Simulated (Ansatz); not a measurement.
Predict the output of the script below (Ansatz 0.2.0, Python API).

`ch6ssisn.py`:
```python
"""Single point of CH6SSiSn."""

import sys
import warnings

import ansatz as az


def main() -> None:
    warnings.simplefilter("ignore", az.DeckWarning)

    ch6ssisn = (
        az.Crystal.molecule()
        .atom("C", (-1.1367, 0.6716, -0.3684))
        .atom("S", (-1.6783, -1.0532, -0.1597))
        .atom("Si", (0.325, -1.5024, 0.3325))
        .atom("Sn", (1.0055, 0.8661, 0.0305))
        .atom("H", (-1.3853, 1.0276, -1.4412))
        .atom("H", (-1.7515, 1.371, 0.3271))
        .atom("H", (0.5159, -1.9323, 1.75))
        .atom("H", (1.027, -2.3569, -0.6639))
        .atom("H", (1.2762, 1.7053, 1.5776))
        .atom("H", (1.8854, 1.1519, -1.3816))
    )

    calc = (
        ch6ssisn.calculation()
        .basis(gaussian="def2-SVP")
        .functional("b3lyp")
    )
    print(calc.to_yaml())
    try:
        report = calc.run().report
    except az.AnsatzError as error:
        sys.exit(f"{type(error).__name__}: {error}")

    for key in ("converged", "free_energy_ev", "reference_energy_ev", "n_frozen", "n_occupied", "n_virtual"):
        print(f"{key:22s} {report[key]}")

    state = report["mean_field"]["state"]
    print(f"mean field: {state['energy']['hartree']:.7f} Ha, <S^2> = {abs(state['spin_squared']):.4f}, stability: {state.get('stability', {}).get('kind')}")


if __name__ == "__main__":
    main()
```

```console
$ python ch6ssisn.py
crystal:
  periodic: [false, false, false]
  atoms:
    - { symbol: C, position_ang: [-1.1367, 0.6716, -0.3684] }
    - { symbol: S, position_ang: [-1.6783, -1.0532, -0.1597] }
    - { symbol: Si, position_ang: [0.325, -1.5024, 0.3325] }
    - { symbol: Sn, position_ang: [1.0055, 0.8661, 0.0305] }
    - { symbol: H, position_ang: [-1.3853, 1.0276, -1.4412] }
    - { symbol: H, position_ang: [-1.7515, 1.371, 0.3271] }
    - { symbol: H, position_ang: [0.5159, -1.9323, 1.75] }
    - { symbol: H, position_ang: [1.027, -2.3569, -0.6639] }
    - { symbol: H, position_ang: [1.2762, 1.7053, 1.5776] }
    - { symbol: H, position_ang: [1.8854, 1.1519, -1.3816] }
basis:
  gaussian:
    orbitals: def2-SVP
hamiltonian:
  xc: b3lyp

converged              True
free_energy_ev         -25674.466367434823
reference_energy_ev    -25674.466367434823
n_frozen               0
n_occupied             [32, 32]
n_virtual              [74, 74]
mean field: -943.5192362 Ha, <S^2> = 0.0000, stability: minimum
```

Reading the output:
- Total energies depend on the basis set; only differences at equal settings carry meaning.
- The geometry is a force-field or estimated start, not a minimum of this method, and the basis set is short of its limit.
- def2 sets replace the cores of elements past krypton by effective core potentials.
- b3lyp holds the VWN-RPA fit, as in Gaussian; the form of ORCA and Turbomole is b3lyp5.
- Finished in 8.9 s on 1 thread of Intel(R) Xeon(R) Platinum 8259CL CPU @ 2.50GHz (Skylake/Cascade Lake), with other jobs on the host, peak memory 0.3 GiB.

(A comment or docstring line of the script was reworded after the run, the code is as it ran; lines on the test bed's own set-up are left out of the output.)
